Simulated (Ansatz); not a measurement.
# C3H6Si: up Jacob's ladder to CCSD(T)

The task here is to estimate one member of a computed series from the others.

Computed with Ansatz 0.2.0, Gaussian basis. Level: functionals in def2-TZVPP, the program's frozen cores in correlated methods.

Plan: LDA (SPW92), PBE-D4, revPBE-D4, BLYP-D4, r2SCAN-D4, B97M-V, PBE0-D4, B3LYP-D4, r2SCANh-D4, r2SCAN0-D4, HSE06-D4, BHLYP-D4, CAM-B3LYP-D4, LC-ωPBE, ωB97X-V, ωB97M-V, B2PLYP, PBE-QIDH; CCSD(T)/def2-SVP; CCSD(T)/def2-TZVPP; MP2/def2-QZVPP; extrapolation to the limit; RPA on PBE.

## Structure used throughout

All runs share one geometry, relaxed beforehand with PBE0-D4 in a triple-zeta def2 set.

SMILES `[SiH3]C1C=C1`, 10 atoms, charge 0, spin multiplicity 1.

Atoms are counted from 1 here; the program's logs count them from 0.

Bond lengths: Si1–C2 1.869 Å, Si1–H5 1.491 Å, Si1–H6 1.491 Å, Si1–H7 1.489 Å, C2–C3 1.515 Å, C2–C4 1.515 Å, C2–H8 1.095 Å, C3–C4 1.283 Å, C3–H9 1.076 Å, C4–H10 1.076 Å. Angles: C2–Si1–H5 111.3°, C2–Si1–H6 111.3°, C2–Si1–H7 109.1°, H5–Si1–H6 107.4°, H5–Si1–H7 108.8°, H6–Si1–H7 108.8°, Si1–C2–C3 121.9°, Si1–C2–C4 121.9°, Si1–C2–H8 114.8°, C3–C2–C4 50.1°, C3–C2–H8 116.5°, C4–C2–H8 116.5°, C2–C3–C4 65.0°, C2–C3–H9 144.5°, C4–C3–H9 150.6°, C2–C4–C3 65.0°, C2–C4–H10 144.5°, C3–C4–H10 150.6°.

Set-up of the first run:

in.yaml reads:

```yaml
crystal:
  periodic: [false, false, false]
  atoms:
    - {symbol: Si, position_ang: [-1.146050, 0.586020, -0.665489]}
    - {symbol: C, position_ang: [-0.022183, -0.605349, 0.235718]}
    - {symbol: C, position_ang: [1.480638, -0.586110, 0.046317]}
    - {symbol: C, position_ang: [1.068981, -0.124656, 1.170040]}
    - {symbol: H, position_ang: [-1.607616, 0.018420, -1.964140]}
    - {symbol: H, position_ang: [-2.360038, 0.900932, 0.139997]}
    - {symbol: H, position_ang: [-0.405574, 1.850211, -0.930092]}
    - {symbol: H, position_ang: [-0.473707, -1.575439, 0.468638]}
    - {symbol: H, position_ang: [2.280979, -0.825504, -0.632009]}
    - {symbol: H, position_ang: [1.267670, 0.310373, 2.134018]}
basis:
  gaussian: {orbitals: def2-TZVPP}
hamiltonian: {xc: lda}
output: {orbitals: {seedname: orbitals}}
```

Launch:

```bash
> ansatz run in.yaml --threads 2 --pin off --events-out ev --progress --plain --max-ram 4352MiB
```

Steps of the session up to this table: LDA; PBE-D4 (GGA); revPBE-D4 (GGA); BLYP-D4 (GGA); r2SCAN-D4 (meta-GGA); B97M-V (meta-GGA); B3LYP-D4 (hybrid); r2SCANh-D4 (hybrid); r2SCAN0-D4 (hybrid); HSE06-D4 (hybrid); BHLYP-D4 (hybrid); CAM-B3LYP-D4 (range-separated); LC-ωPBE (range-separated); ωB97X-V (range-separated); ωB97M-V (range-separated); B2PLYP (double hybrid); PBE-QIDH (double hybrid).

One of the session's tables, all rows but one given; the rest of the session is left out.

It belongs to the step «Frontier levels by functional». 

| functional | HOMO (eV) | gap (eV) |
| --- | --- | --- |
| LDA (SPW92) | ? | ? |
| PBE-D4 | -5.90 | 4.53 |
| revPBE-D4 | -5.84 | 4.57 |
| BLYP-D4 | -5.76 | 4.53 |
| r2SCAN-D4 | -6.04 | 4.94 |
| B97M-V | -6.12 | 5.03 |
| PBE0-D4 | -7.00 | 6.68 |
| B3LYP-D4 | -6.80 | 6.24 |
| r2SCANh-D4 | -6.46 | 5.74 |
| r2SCAN0-D4 | -7.10 | 6.93 |
| HSE06-D4 | -6.60 | 5.89 |
| BHLYP-D4 | -7.97 | 8.75 |
| CAM-B3LYP-D4 | -8.32 | 9.15 |
| LC-ωPBE | -9.68 | 11.73 |
| ωB97X-V | -9.30 | 11.23 |
| ωB97M-V | -9.20 | 10.95 |

Q: Estimate the row for LDA (SPW92) from the others.

As computed: HOMO (eV): -6.03; gap (eV): 4.41. In the column «HOMO (eV)» it lies between r2SCAN-D4 (-6.04) and PBE-D4 (-5.90).
